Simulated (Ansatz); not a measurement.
# C2H6Cl2NY: up Jacob's ladder to CCSD(T)

The task here is to estimate one member of a computed series from the others.

Computed with Ansatz 0.2.0, Gaussian basis. Level: functionals in def2-TZVPP, the program's frozen cores in correlated methods.

The runs, in order: LDA (SPW92), PBE-D4, revPBE-D4, BLYP-D4, r2SCAN-D4, B97M-V, PBE0-D4, B3LYP-D4, r2SCANh-D4, r2SCAN0-D4, HSE06-D4, BHLYP-D4, CAM-B3LYP-D4, LC-ωPBE, ωB97X-V, ωB97M-V, B2PLYP, PBE-QIDH; CCSD(T)/def2-SVP; MP2/def2-TZVPP; MP2/def2-QZVPP; RPA on PBE.

## Structure used throughout

The geometry comes from an earlier relaxation with PBE0-D4 in a triple-zeta def2 set; it is a stationary point, not always the lowest conformer. Y takes the def2 core potential; no spin-orbit term is included.

12 atoms, charge 0, spin multiplicity 1.

Atoms are counted from 1 here; the program's logs count them from 0.

Bond lengths: C1–N2 1.445 Å, C1–H7 1.100 Å, C1–H8 1.100 Å, C1–H9 1.095 Å, N2–C3 1.445 Å, N2–Y4 2.096 Å, C3–H10 1.095 Å, C3–H11 1.100 Å, C3–H12 1.100 Å, Y4–Cl5 2.471 Å, Y4–Cl6 2.471 Å. Angles: N2–C1–H7 111.8°, N2–C1–H8 111.8°, N2–C1–H9 111.0°, H7–C1–H8 107.1°, H7–C1–H9 107.5°, H8–C1–H9 107.5°, C1–N2–C3 112.0°, C1–N2–Y4 124.0°, C3–N2–Y4 124.0°, N2–C3–H10 111.0°, N2–C3–H11 111.8°, N2–C3–H12 111.8°, H10–C3–H11 107.5°, H10–C3–H12 107.5°, H11–C3–H12 107.1°, N2–Y4–Cl5 116.0°, N2–Y4–Cl6 116.0°, Cl5–Y4–Cl6 128.0°.

Set-up of the first run:

Input file in.yaml:

```yaml
crystal:
  periodic: [false, false, false]
  atoms:
    - {symbol: C, position_ang: [-0.378488, -0.537963, 1.320684]}
    - {symbol: N, position_ang: [0.018525, -0.044573, 0.021867]}
    - {symbol: C, position_ang: [0.985841, -0.910620, -0.612611]}
    - {symbol: Y, position_ang: [-0.720396, 1.716994, -0.839555]}
    - {symbol: Cl, position_ang: [0.163944, 2.282445, -3.076345]}
    - {symbol: Cl, position_ang: [-2.367404, 2.973662, 0.507475]}
    - {symbol: H, position_ang: [0.478166, -0.618186, 2.005810]}
    - {symbol: H, position_ang: [-0.835793, -1.536034, 1.255409]}
    - {symbol: H, position_ang: [-1.111074, 0.129297, 1.787377]}
    - {symbol: H, position_ang: [1.275673, -0.522910, -1.595166]}
    - {symbol: H, position_ang: [0.588492, -1.925159, -0.762386]}
    - {symbol: H, position_ang: [1.902524, -1.006963, -0.012549]}
basis:
  gaussian: {orbitals: def2-TZVPP}
hamiltonian: {xc: lda}
output: {orbitals: {seedname: orbitals}}
```

Run with:

```
ansatz run in.yaml --threads 4 --pin off --events-out ev --progress --plain --max-ram 11315MiB
```

Steps of the session up to this table: LDA; PBE-D4 (GGA); revPBE-D4 (GGA); BLYP-D4 (GGA); r2SCAN-D4 (meta-GGA); B97M-V (meta-GGA); PBE0-D4 (hybrid); B3LYP-D4 (hybrid); r2SCANh-D4 (hybrid); r2SCAN0-D4 (hybrid); HSE06-D4 (hybrid); BHLYP-D4 (hybrid); CAM-B3LYP-D4 (range-separated); LC-ωPBE (range-separated); ωB97X-V (range-separated); ωB97M-V (range-separated); B2PLYP (double hybrid); PBE-QIDH (double hybrid).

One table of the session follows, with a row left open; its other results are not shown here.

It belongs to the step «Orbital energies across the functionals». 

```
  functional  HOMO (eV)  LUMO (eV)  gap (eV)
 LDA (SPW92)      -5.62      -3.13      2.48
      PBE-D4      -5.47      -2.91      2.55
   revPBE-D4      -5.41      -2.77      2.63
     BLYP-D4      -5.36      -2.93      2.43
   r2SCAN-D4      -5.66      -2.53      3.13
      B97M-V      -5.74      -2.80      2.94
     PBE0-D4      -6.66      -2.16      4.50
    B3LYP-D4      -6.47      -2.50      3.97
  r2SCANh-D4      -6.12      -2.29      3.83
  r2SCAN0-D4      -6.80      -1.93      4.87
    HSE06-D4          ?          ?         ?
    BHLYP-D4      -7.79      -1.60      6.19
CAM-B3LYP-D4      -8.00      -1.42      6.58
     LC-ωPBE      -9.29      -0.14      9.14
     ωB97X-V      -8.98      -0.39      8.59
     ωB97M-V      -8.89      -0.77      8.12
```

**Question.** Estimate the row for HSE06-D4.

The run gave: HOMO (eV): -6.26; LUMO (eV): -2.52; gap (eV): 3.74. In the column «HOMO (eV)» it lies between B3LYP-D4 (-6.47) and r2SCANh-D4 (-6.12).
